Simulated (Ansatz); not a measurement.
# CH3BO2Si: up Jacob's ladder to CCSD(T)

An exercise on one series of results from a longer session: the logs are not shown, and one member is left open.

Program: Ansatz 0.2.0, Gaussian basis. Level of theory: functionals in def2-TZVPP, the program's frozen cores in correlated methods. These are calculated values, not measurements.

Levels to be run: LDA (SPW92), PBE-D4, revPBE-D4, BLYP-D4, r2SCAN-D4, B97M-V, PBE0-D4, B3LYP-D4, r2SCANh-D4, r2SCAN0-D4, HSE06-D4, BHLYP-D4, CAM-B3LYP-D4, LC-ωPBE, ωB97X-V, ωB97M-V, B2PLYP, PBE-QIDH; CCSD(T)/def2-SVP; CCSD(T)/def2-TZVPP; MP2/def2-QZVPP; extrapolation to the limit; RPA on PBE.

## Structure used throughout

The geometry comes from an earlier relaxation with PBE0-D4 in a triple-zeta def2 set; it is a stationary point, not always the lowest conformer.

8 atoms, charge 0, spin multiplicity 1.

Atoms are counted from 1 here; the program's logs count them from 0.

Bond lengths: O1–C2 1.146 Å, C2–B3 1.449 Å, B3–Si4 1.841 Å, B3–H6 1.189 Å, Si4–O5 1.635 Å, Si4–H7 1.486 Å, O5–H8 0.958 Å. Angles: O1–C2–B3 178.2°, C2–B3–Si4 111.5°, C2–B3–H6 123.3°, Si4–B3–H6 125.1°, B3–Si4–O5 123.8°, B3–Si4–H7 126.8°, O5–Si4–H7 109.4°, Si4–O5–H8 118.3°.

The first run:

File in.yaml:

```yaml
crystal:
  periodic: [false, false, false]
  atoms:
    - {symbol: O, position_ang: [-0.032964, -2.041439, 1.885518]}
    - {symbol: C, position_ang: [0.364478, -1.054200, 1.459451]}
    - {symbol: B, position_ang: [0.836936, 0.190016, 0.885315]}
    - {symbol: Si, position_ang: [-0.054914, 0.596825, -0.673253]}
    - {symbol: O, position_ang: [-1.230876, -0.337700, -1.318849]}
    - {symbol: H, position_ang: [1.694701, 0.851355, 1.375280]}
    - {symbol: H, position_ang: [0.158809, 1.788282, -1.534787]}
    - {symbol: H, position_ang: [-1.643870, -0.050340, -2.134475]}
basis:
  gaussian: {orbitals: def2-TZVPP}
hamiltonian: {xc: lda}
output: {orbitals: {seedname: orbitals}}
```

The run is started by

```
ansatz run in.yaml --threads 2 --pin off --events-out ev --progress --plain --max-ram 4352MiB
```

Among the steps run: LDA; PBE-D4 (GGA); revPBE-D4 (GGA); BLYP-D4 (GGA); r2SCAN-D4 (meta-GGA); B97M-V (meta-GGA); PBE0-D4 (hybrid); B3LYP-D4 (hybrid); r2SCANh-D4 (hybrid); r2SCAN0-D4 (hybrid); HSE06-D4 (hybrid); BHLYP-D4 (hybrid); CAM-B3LYP-D4 (range-separated); LC-ωPBE (range-separated); ωB97X-V (range-separated); ωB97M-V (range-separated); B2PLYP (double hybrid); PBE-QIDH (double hybrid).

One table of the session follows, with a row left open; its other results are not shown here.

It belongs to the step «Orbital energies across the functionals». 

| functional | HOMO (eV) | LUMO (eV) | gap (eV) |
| --- | --- | --- | --- |
| LDA (SPW92) | -5.23 | -2.69 | 2.54 |
| PBE-D4 | -5.06 | -2.48 | 2.58 |
| revPBE-D4 | -4.99 | -2.39 | 2.60 |
| BLYP-D4 | -4.88 | -2.33 | 2.55 |
| r2SCAN-D4 | -5.21 | -2.36 | 2.85 |
| B97M-V | -5.19 | -2.32 | 2.87 |
| PBE0-D4 | -5.93 | -1.75 | 4.17 |
| B3LYP-D4 | -5.74 | -1.93 | 3.81 |
| r2SCANh-D4 | -5.54 | -2.09 | 3.45 |
| r2SCAN0-D4 | -6.04 | -1.69 | 4.35 |
| HSE06-D4 | -5.54 | -2.12 | 3.42 |
| BHLYP-D4 | -6.64 | -0.90 | 5.73 |
| CAM-B3LYP-D4 | ? | ? | ? |
| LC-ωPBE | -8.17 | 0.23 | 8.40 |
| ωB97X-V | -7.90 | 0.22 | 8.11 |
| ωB97M-V | -7.81 | 0.11 | 7.91 |

Estimate the missing values for CAM-B3LYP-D4.

The run gave: HOMO (eV): -7.02; LUMO (eV): -0.76; gap (eV): 6.26. In the column «HOMO (eV)» it lies between ωB97M-V (-7.81) and BHLYP-D4 (-6.64).
